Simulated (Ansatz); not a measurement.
This script makes an atomisation energy of AlH₃OS, SMILES [OH][AlH][SH] with the Python package of Ansatz (0.2.0).

`tae_alh3os.py`
```python
'''Atomisation energy of AlH3OS at the given geometry.'''

from collections import Counter

import ansatz as az


def total_energy(molecule, charge=0, unpaired=0):
    calc = (
        molecule.calculation()
        .basis(gaussian='cc-pVDZ')
        .functional('B3LYP', dispersion='d3bj')
    )
    if charge:
        calc = calc.charge(charge)
    if unpaired:
        calc = calc.spin('collinear', total=unpaired)
    return calc.run(threads=1).report['free_energy_ev']

mol = (
    az.Crystal.molecule()
    .atom('O', (-1.1825, -0.9899, -0.8237))
    .atom('Al', (0.1024, 0.2238, -0.3835))
    .atom('S', (0.6128, 0.5433, 1.7826))
    .atom('H', (-1.9788, -0.3821, -0.8416))
    .atom('H', (0.8901, 1.0185, -1.5407))
    .atom('H', (1.5981, -0.4776, 1.7607))
)

# unpaired electrons of the ground-state atoms
unpaired = {'O': 2, 'Al': 1, 'S': 2, 'H': 1}
counts = Counter(site.symbol for site in mol.cartesian_sites)
atom_energy = {s: total_energy(az.Crystal.molecule().atom(s, (0, 0, 0)), 0, unpaired[s]) for s in counts}
whole = total_energy(mol, 0, 0)
for s, e in atom_energy.items():
    print(f'{s:2s} x{counts[s]}  {e:14.5f} eV')
print(f'AlH3OS: {whole:.5f} eV')
split = sum(counts[s] * e for s, e in atom_energy.items()) - whole
print(f'atomisation energy (no zero-point term): {96.485332 * split:.1f} kJ/mol, {split / sum(counts.values()):.3f} eV an atom')
```

What does it cost to take this molecule apart into atoms?

1784.1 kJ/mol from the electronic energies, without the zero-point term.

The output:

Output of `python tae_alh3os.py`:
```text
O  x1     -2042.71786 eV
Al x1     -6595.57360 eV
S  x1    -10833.53535 eV
H  x3       -13.63992 eV
AlH3OS: -19531.23726 eV
atomisation energy (no zero-point term): 1784.1 kJ/mol, 3.082 eV an atom
```

Reading the output:
- Total energies depend on the basis set; only differences at equal settings carry meaning.
- The geometry is a force-field or estimated start, not a minimum of this method, and the basis set is short of its limit. All parts are taken at fixed geometry, without zero-point energy.
- b3lyp holds the VWN-RPA fit, as in Gaussian; the form of ORCA and Turbomole is b3lyp5.
- For Al to Cl the sets with a tight d function, cc-pV(X+d)Z, are usual.
- It ran for 2.9 s on 1 thread of Arm Neoverse V2, on a shared host, peak memory 0.18 GiB.

(Lines on the test bed's own set-up are left out of the output.)
